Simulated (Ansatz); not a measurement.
**Be2H (doublet): the correlation ladder at distance Be1–Be2 = 2.660 Å, cc-pVDZ**

How much of the correlation energy of Be2H (doublet) does each wave-function method recover here?

The runs use Ansatz 0.2.0, Gaussian basis; cc-pVDZ, core rule «outside noble gas», up to 2 orbitals frozen.

The runs, in order: UHF; CCSD(T) on ROHF; CCSD(T) on UHF; BCCD(T) on ROHF; CISD; CCSDT(Q) on ROHF; CCSDT(Q) on UHF; CASSCF and MRCISD+Q, 3 electrons in 3 orbitals; CASSCF and NEVPT2, 3 electrons in 3 orbitals; CASSCF and MRCISD+Q, 5 electrons in 9 orbitals; CASSCF and NEVPT2, 5 electrons in 9 orbitals; Full CI.

27 further runs of the same task are left out: 14 for a known fault of the program, 9 that didn't finish, 4 set aside as unsound or not needed.

## 1. What is computed

The geometry derives from a PBE0/def2-TZVP stationary point (not a proven minimum). One bond is set to the value named and the two fragments are kept rigid.

3 atoms, charge 0, spin multiplicity 2.

Atoms are counted from 1 here; the program's logs count them from 0.

Bond lengths: Be1–H3 1.348 Å.

## 2. UHF

in.yaml reads:

```yaml
crystal:
  periodic: [false, false, false]
  atoms:
    - {symbol: Be, position_ang: [0.000000, 0.000000, 0.437171]}
    - {symbol: Be, position_ang: [0.000000, 0.000000, -2.222829]}
    - {symbol: H, position_ang: [0.000000, 0.000000, 1.785657]}
basis:
  gaussian: {orbitals: cc-pVDZ}
magnetization: {spin_polarized: true, initial_magnetization: 1}
hamiltonian: {xc: hf}
output: {orbitals: {seedname: orbitals}}
```

The run is started by

```bash
$ ansatz run in.yaml --threads 1 --pin off --events-out ev --progress --plain --max-ram 2393MiB
```

After this run come: CCSD(T) on ROHF; CCSD(T) on UHF; BCCD(T) on ROHF; CISD; CCSDT(Q) on ROHF; CCSDT(Q) on UHF; CASSCF and MRCISD+Q, 3 electrons in 3 orbitals; CASSCF and NEVPT2, 3 electrons in 3 orbitals; CASSCF and MRCISD+Q, 5 electrons in 9 orbitals; CASSCF and NEVPT2, 5 electrons in 9 orbitals; Full CI.

Q: Predict the results of all the runs planned. Wanted: FCI below the RHF energy; RMP2 from FCI; UMP2 from FCI; RCCSD from FCI; RCCSD(T) from FCI; UCCSD(T) from FCI; RCCSDT(Q) from FCI; UCCSDT(Q) from FCI; NEVPT2 pair from FCI.

**Answer**, as computed:

| quantity | value |
| --- | --- |
| FCI below the RHF energy | -2.3440 eV |
| RMP2 from FCI | +74.6 kJ/mol |
| UMP2 from FCI | +72.3 kJ/mol |
| RCCSD from FCI | +7.6 kJ/mol |
| RCCSD(T) from FCI | +2.5 kJ/mol |
| UCCSD(T) from FCI | +2.2 kJ/mol |
| RCCSDT(Q) from FCI | +0.1 kJ/mol |
| UCCSDT(Q) from FCI | +0.1 kJ/mol |
| NEVPT2 pair from FCI | +71.7 kJ/mol |
| MRCISD+Q pair from FCI | +0.7 kJ/mol |
| NEVPT2 valence from FCI | +32.1 kJ/mol |
| levels within 1 kcal/mol (43 meV) | RCCSD(T), UCCSD(T), BCCD(T), RCCSDT, UCCSDT, RCCSDT(Q), UCCSDT(Q), MRCISD+Q pair, MRCISD valence, MRCISD+Q valence |
| T1 diagnostic | 0.053 |
| effectively unpaired electrons | 1.09 |

RCCSD(T) misses by +2.5 kJ/mol, 1.1 % of the correlation energy. The occupations are near whole numbers, but T1 = 0.053 shows that the orbitals relax strongly. Of the multireference levels listed MRCISD+Q pair comes nearest in total energy (+0.7 kJ/mol), which doesn't show that its space is the better one. These misses are within one basis, not against nature; the frozen cores of restricted and unrestricted runs differ, which can shift their rows.
